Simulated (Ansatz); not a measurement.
**CH₇InO₃Si: basis-set convergence**

How large a basis does CH₇InO₃Si need? Two functionals are run in growing sets.

Program: Ansatz 0.2.0, Gaussian basis. Level of theory: one geometry, several basis sets. These are calculated values, not measurements.

Levels to be run: PBE0-D4/def2-SVP; ωB97M-V/def2-SVP; PBE0-D4/def2-QZVPP; ωB97M-V/def2-QZVPP; the functionals' def2-TZVPP values are taken from earlier runs.

4 further runs of the same task are left out: 4 that didn't finish.

### 1 Structure used throughout

All runs share one geometry, relaxed beforehand with PBE0-D4 in a triple-zeta def2 set. In takes the def2 core potential; no spin-orbit term is included.

SMILES `C[O][In]([OH])[O][SiH3]`, 13 atoms, charge 0, spin multiplicity 1.

Atoms are counted from 1 here; the program's logs count them from 0.

Bond lengths: C1–O2 1.410 Å, C1–H7 1.097 Å, C1–H8 1.094 Å, C1–H9 1.097 Å, O2–In3 1.962 Å, In3–O4 1.959 Å, In3–O5 1.981 Å, O4–H10 0.962 Å, O5–Si6 1.627 Å, Si6–H11 1.492 Å, Si6–H12 1.487 Å, Si6–H13 1.492 Å. Angles: O2–C1–H7 112.9°, O2–C1–H8 107.7°, O2–C1–H9 112.7°, H7–C1–H8 107.7°, H7–C1–H9 107.9°, H8–C1–H9 107.8°, C1–O2–In3 120.7°, O2–In3–O4 124.9°, O2–In3–O5 119.1°, O4–In3–O5 116.0°, In3–O4–H10 110.7°, In3–O5–Si6 138.6°, O5–Si6–H11 111.6°, O5–Si6–H12 109.3°, O5–Si6–H13 111.5°, H11–Si6–H12 108.5°, H11–Si6–H13 107.4°, H12–Si6–H13 108.5°.

Coordinates:

```
C     0.0562   -1.5454    1.5005
O     1.3359   -1.1674    1.0455
In    1.5405    0.2142   -0.3324
O     3.2523    0.8206   -1.0678
O    -0.0778    1.0948   -1.0597
Si   -1.6924    1.0314   -0.8662
H    -0.5102   -0.7075    1.9261
H     0.1911   -2.2906    2.2904
H    -0.5556   -2.0008    0.7119
H     3.1143    1.5067   -1.7272
H    -2.2253   -0.3339   -1.1474
H    -2.3378    1.9912   -1.8011
H    -2.0912    1.3868    0.5274
```

### 2 PBE0-D4 in def2-SVP

Contents of in.yaml:

```yaml
crystal:
  periodic: [false, false, false]
  atoms:
    - {symbol: C, position_ang: [0.056181, -1.545428, 1.500521]}
    - {symbol: O, position_ang: [1.335904, -1.167400, 1.045541]}
    - {symbol: In, position_ang: [1.540538, 0.214160, -0.332420]}
    - {symbol: O, position_ang: [3.252276, 0.820585, -1.067834]}
    - {symbol: O, position_ang: [-0.077814, 1.094759, -1.059738]}
    - {symbol: Si, position_ang: [-1.692353, 1.031448, -0.866177]}
    - {symbol: H, position_ang: [-0.510214, -0.707507, 1.926116]}
    - {symbol: H, position_ang: [0.191074, -2.290602, 2.290373]}
    - {symbol: H, position_ang: [-0.555588, -2.000805, 0.711877]}
    - {symbol: H, position_ang: [3.114270, 1.506688, -1.727201]}
    - {symbol: H, position_ang: [-2.225281, -0.333901, -1.147378]}
    - {symbol: H, position_ang: [-2.337806, 1.991245, -1.801064]}
    - {symbol: H, position_ang: [-2.091186, 1.386758, 0.527375]}
basis:
  gaussian: {orbitals: def2-SVP}
hamiltonian: {xc: pbe0, dispersion: d4}
output: {orbitals: {seedname: orbitals}}
```

The run is started by

```bash
ansatz run in.yaml --threads 2 --pin off --events-out ev --progress --plain --max-ram 32768MiB --backend cpu
```

The runs that follow: ωB97M-V in def2-SVP; PBE0-D4 in def2-QZVPP; ωB97M-V in def2-QZVPP.

Before running them: what should the planned runs give, taken together? Wanted: PBE0-D4: double and triple zeta above quadruple; ωB97M-V: double and triple zeta above quadruple.

**Answer**, as computed:

```
                                       quantity           value
PBE0-D4: double and triple zeta above quadruple  13.04, 0.78 eV
ωB97M-V: double and triple zeta above quadruple  13.26, 0.73 eV
```

What this shows: For PBE0-D4 the step from double to triple zeta gains 12.26 eV and the next only 0.78 eV. Total energies overstate the basis error of differences, where much of it tends to cancel.
